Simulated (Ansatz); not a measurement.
**AlClFGeH₃: a ladder of functionals and wavefunction methods**

How much do the methods differ for AlClFGeH₃? The plan is to run it at one geometry with functionals of several rungs and with coupled cluster, and see how far each lands from CCSD(T) at the basis-set limit for the atomisation energy.

The runs use Ansatz 0.2.0, Gaussian basis; functionals in def2-TZVPP, the program's frozen cores in correlated methods.

Levels to be run: LDA (SPW92), PBE-D4, revPBE-D4, BLYP-D4, r2SCAN-D4, B97M-V, PBE0-D4, B3LYP-D4, r2SCANh-D4, r2SCAN0-D4, HSE06-D4, BHLYP-D4, CAM-B3LYP-D4, LC-ωPBE, ωB97X-V, ωB97M-V, B2PLYP, PBE-QIDH; CCSD(T)/def2-SVP; CCSD(T)/def2-TZVPP; CCSD(T)/def2-QZVPP; extrapolation to the limit; RPA on PBE.

### 1 The relaxed structure

The geometry comes from an earlier relaxation with PBE0-D4 in a triple-zeta def2 set; it is a stationary point, not always the lowest conformer.

SMILES `[F][Al]([Cl])[GeH3]`, 7 atoms, charge 0, spin multiplicity 1.

Atoms are counted from 1 here; the program's logs count them from 0.

Bond lengths: F1–Al2 1.644 Å, Al2–Cl3 2.087 Å, Al2–Ge4 2.454 Å, Ge4–H5 1.538 Å, Ge4–H6 1.538 Å, Ge4–H7 1.536 Å. Angles: F1–Al2–Cl3 116.8°, F1–Al2–Ge4 119.8°, Cl3–Al2–Ge4 123.3°, Al2–Ge4–H5 110.3°, Al2–Ge4–H6 110.3°, Al2–Ge4–H7 111.2°, H5–Ge4–H6 107.8°, H5–Ge4–H7 108.6°, H6–Ge4–H7 108.6°.

### 2 LDA

This LDA is Slater exchange with PW92 correlation.

Contents of in.yaml:

```yaml
crystal:
  periodic: [false, false, false]
  atoms:
    - {symbol: F, position_ang: [1.675943, -0.560116, 1.938881]}
    - {symbol: Al, position_ang: [0.688063, -0.954489, 0.684906]}
    - {symbol: Cl, position_ang: [0.530863, -2.981240, 0.211011]}
    - {symbol: Ge, position_ang: [-0.512913, 0.810056, -0.525033]}
    - {symbol: H, position_ang: [0.481444, 1.816283, -1.127466]}
    - {symbol: H, position_ang: [-1.438471, 1.578245, 0.432850]}
    - {symbol: H, position_ang: [-1.363630, 0.223262, -1.660851]}
basis:
  gaussian: {orbitals: def2-TZVPP}
hamiltonian: {xc: lda}
output: {orbitals: {seedname: orbitals}}
```

Command:

```console
$ ansatz run in.yaml --threads 2 --pin off --events-out ev --progress --plain --max-ram 31744MiB --backend cpu
```

The runs that follow: PBE-D4 (GGA); revPBE-D4 (GGA); BLYP-D4 (GGA); r2SCAN-D4 (meta-GGA); B97M-V (meta-GGA); B3LYP-D4 (hybrid); r2SCANh-D4 (hybrid); r2SCAN0-D4 (hybrid); HSE06-D4 (hybrid); BHLYP-D4 (hybrid); CAM-B3LYP-D4 (range-separated); LC-ωPBE (range-separated); ωB97X-V (range-separated); ωB97M-V (range-separated); B2PLYP (double hybrid); PBE-QIDH (double hybrid); CCSD(T) in def2-SVP; CCSD(T) in def2-TZVPP; CCSD(T) in def2-QZVPP; RPA on PBE orbitals.

Q: Predict the results of all the runs planned. Wanted: atomisation energy, CCSD(T)/CBS; farthest beyond LDA; mean size of error, GGA; mean size of error, meta-GGA; mean size of error, hybrid; mean size of error, range-separated; mean size of error, double hybrid; gap, smallest and largest; T1 diagnostic.

The runs gave:

| quantity | value |
| --- | --- |
| atomisation energy, CCSD(T)/CBS | 22.276 eV |
| functionals within 0.223 eV (1.0 %) | r2SCAN-D4, B97M-V, r2SCANh-D4, ωB97X-V |
| farthest beyond LDA | BHLYP-D4 (-0.899 eV) |
| mean size of error, GGA | 0.624 eV |
| mean size of error, meta-GGA | 0.100 eV |
| mean size of error, hybrid | 0.526 eV |
| mean size of error, range-separated | 0.267 eV |
| mean size of error, double hybrid | 0.483 eV |
| gap, smallest and largest | 4.92 eV (LDA (SPW92)), 11.47 eV (LC-ωPBE) |
| T1 diagnostic | 0.0120 |
| triples share of the correlation energy | 3.3 % |

What this shows: LDA overbinds by 2.466 eV (11 %). PBE-D4 misses by -0.329 eV. Double hybrids carry the basis error of their MP2 part in triple zeta, and no dispersion term here, so their miss is partly the set-up's. Taken by rung, meta-GGA functionals do best (0.100 eV on average) and GGA ones worst beyond LDA (0.624 eV). Misses under about 0.223 eV are within the doubt on the reference itself, which lacks core-valence correlation, relativity and higher excitations, and its outer-core shells are covered unevenly. Hartree-Fock recovers 75 % of the binding; the rest is correlation. CCSD(T) in def2-SVP is off by -1.600 eV, which most functionals beat. Orbital gaps span 4.9 to 11.5 eV; exact exchange widens them. Correlated methods include outer-core shells of Ge, which these sets cover unevenly.
